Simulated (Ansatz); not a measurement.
# Ti3H: a trial structure relaxed

Aim: relax Ti3H from this start, Cu3Pd type (P4/mmm, No. 123), and see where it ends.

Program: Ansatz 0.2.0. Level of theory: DFT PBE, scalar-relativistic, plane waves, PAW. These are calculated values, not measurements.

1 further run of the same task is left out (it didn't finish).

### 1 Starting point

The structure is tetragonal, space group P4/mmm (No. 123). The conventional cell has a = 3.633 Å, b = 3.633 Å, c = 3.596 Å, α = 90.00°, β = 90.00°, γ = 90.00°. Ti (site symmetry mmm) has 8 Ti at 2.56 to 2.57 Å and 4 H at 2.56 Å as nearest neighbours. Around Ti (site symmetry 4/mmm) lie 8 Ti at 2.56 Å and 4 H at 2.57 Å. H (site symmetry 4/mmm) has 12 Ti at 2.56 to 2.57 Å as nearest neighbours.

Structure file:

```
Ti H
1.0
     3.63342    0.00000    0.00000
     0.00000    3.63342    0.00000
     0.00000    0.00000    3.59608
Ti H
3 1
Direct
  0.00000 0.50000 0.50000
  0.50000 0.00000 0.50000
  0.50000 0.50000 0.00000
  0.00000 0.00000 0.00000
```

(A quick probe on a coarse mesh, which set the mesh and smearing, is not shown.)

### 3 Coarse relaxation

File input.yaml:

```yaml
crystal:
  lattice:
    - [3.6334229973, 0.0, 0.0]
    - [0.0, 3.6334229973, 0.0]
    - [0.0, 0.0, 3.5960764801]
  atoms:
    - { symbol: Ti, position: [0.0, 0.5, 0.5] }
    - { symbol: Ti, position: [0.5, 0.0, 0.5] }
    - { symbol: Ti, position: [0.5, 0.5, 0.0] }
    - { symbol: H, position: [0.0, 0.0, 0.0] }
basis:
  ecutwfc: 420
kpoints:
  mp_grid: { grid: [6, 6, 6] }
hamiltonian:
  xc: pbe
scf:
  occupations: { method: gaussian, width: 0.1 }
  lower_state_search: "off"
output:
  forces: true
  stress: true
  eigenvalues: true
relax:
  adjacent_minimum: "off"
  f_tol: 0.04
  max_steps: 70
  cell: { stress_tol: 0.4 }
```

On the command line:

```sh
> ansatz run input.yaml --threads 1 --pin off --max-ram 2560MiB --backend cpu --events-out ev --progress --plain --runs-dir out
```

Further runs follow: relaxing cell and atoms.

Q: Predict the outcome of this session.

As calculated:

Formation energies count from the elements, computed with the same settings in runs not shown here.

```
                          quantity                                                                      value
                              cell  a = 3.861 Å, b = 3.861 Å, c = 3.861 Å, α = 90.00°, β = 90.00°, γ = 90.00°
                       space group                                                            Pm-3m (No. 221)
                            volume                                                              14.39 Å³/atom
                   gap on the mesh                                                               none (metal)
formation energy from the elements                                                             +0.638 eV/atom
```

In words: The structure ended in another space group than at the start: P4/mmm to Pm-3m. The formation energy of +0.64 eV/atom is positive, so the elements lie lower than this structure; another structure of the compound can lie lower.
